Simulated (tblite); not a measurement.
# C6H15ClSSi: the cost of one run

Computed with tblite 0.8.0 and PySCF 2.14.0, with density-fitted response routines of our own, on a single molecule in the gas phase. Atoms count from 0, in the outputs and in this text.

## Step 1: Starting geometry

24 atoms, charge 0, multiplicity 1; geometry from: force field or distance geometry start.

Bonds of the start (Å): C0–C1 1.53, C1–Si2 1.84, Si2–Cl3 2.09, Si2–S4 2.14, S4–C5 1.83, C5–C6 1.50, C6–C7 1.51, C6–C8 1.52, C0–H9 1.10, C0–H10 1.11, C0–H11 1.11, C1–H12 1.10, C1–H13 1.11, Si2–H14 1.50, C5–H15 1.10, C5–H16 1.12, C6–H17 1.10, C7–H18 1.12, C7–H19 1.10, C7–H20 1.12, C8–H21 1.10, C8–H22 1.12, C8–H23 1.11.

## Step 2: Optimising the geometry with GFN2-xTB

What the job is given:

```
{"job": {"kind": "relax", "xc": "GFN2-xTB", "basis": "xTB"}, "charge": 0, "multiplicity": 1}
C      4.166700    -0.202600    -0.146600
C      3.008800     0.795000    -0.218900
Si     1.425400     0.033700    -0.766500
Cl     1.671200    -1.319600    -2.338100
S      0.343800    -0.954300     0.791500
C     -1.365700    -1.278300     0.231400
C     -1.992000     0.013000    -0.221600
C     -3.331900    -0.196700    -0.892900
C     -2.104600     0.926700     0.991200
H      4.095200    -0.961300    -0.946600
H      4.180500    -0.673000     0.860900
H      5.086700     0.407900    -0.251100
H      3.303700     1.550300    -0.961400
H      2.923100     1.303400     0.764600
H      0.573600     1.152800    -1.275500
H     -1.393300    -2.053400    -0.552100
H     -1.963700    -1.640800     1.100100
H     -1.334300     0.446300    -0.994100
H     -3.237900    -0.886700    -1.765300
H     -4.064400    -0.591100    -0.168700
H     -3.682700     0.791800    -1.287800
H     -1.577300     1.872400     0.785700
H     -1.574400     0.413900     1.828700
H     -3.168200     1.070300     1.274200
```

Started as:

```
$ OMP_NUM_THREADS=1 python probes_run.py task.json out
```

One launch serves the whole session: the jobs run in the order shown.

**Question.** How long does this first job take on 1 thread of Arm Neoverse V1, shared host?

About 2.2 s.
